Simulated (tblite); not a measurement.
# C3H10AlFS: the cost of one run

Programs: PySCF 2.14.0 with density-fitted response routines of our own, and tblite 0.8.0. All values are computed, except where a source is named. Atoms count from 0 throughout.

### 1 The starting structure

16 atoms, charge 0, multiplicity 1; geometry from: force field or distance geometry start.

Bonds of the start (Å): Al3–H11 1.59, Al3–H12 1.61, Al3–H13 1.59, C0–C1 1.54, C0–H6 1.11, C0–H7 1.10, C0–H8 1.11, C1–H10 1.10, C1–H9 1.10, C1–S2 1.79, C4–F5 1.38, C4–H14 1.12, C4–H15 1.11, S2–Al3 2.23, S2–C4 1.79.

### 2 GFN2-xTB relaxation, start minimum

Job settings and geometry (Å):

```
{"job": {"xc": "GFN2-xTB", "basis": "xTB", "kind": "relax"}, "charge": 0, "multiplicity": 1}
C      2.203200    -0.259500    -0.504600
C      0.919900     0.550500    -0.761200
S     -0.203800     0.355100     0.612700
Al    -1.121600    -1.677000     0.598200
C     -1.499100     1.580500     0.493600
F     -2.333100     1.494300     1.584700
H      2.684200     0.082300     0.431700
H      1.965800    -1.334600    -0.424500
H      2.905300    -0.108000    -1.346200
H      1.181400     1.618900    -0.854300
H      0.434900     0.199900    -1.689900
H     -0.763100    -2.421700    -0.762800
H     -0.541900    -2.524000     1.842100
H     -2.702600    -1.560700     0.743200
H     -1.046200     2.601900     0.451200
H     -2.091000     1.411300    -0.425200
```

Started as:

```sh
$ OMP_NUM_THREADS=1 python ens_run.py task.json out
```

The driver reads the study from task.json and runs its stages one after another.

Q: Estimate the wall time of this first job on 1 thread of Intel Xeon Platinum 8259CL at 2.50GHz, shared host.

About 2.8 s.
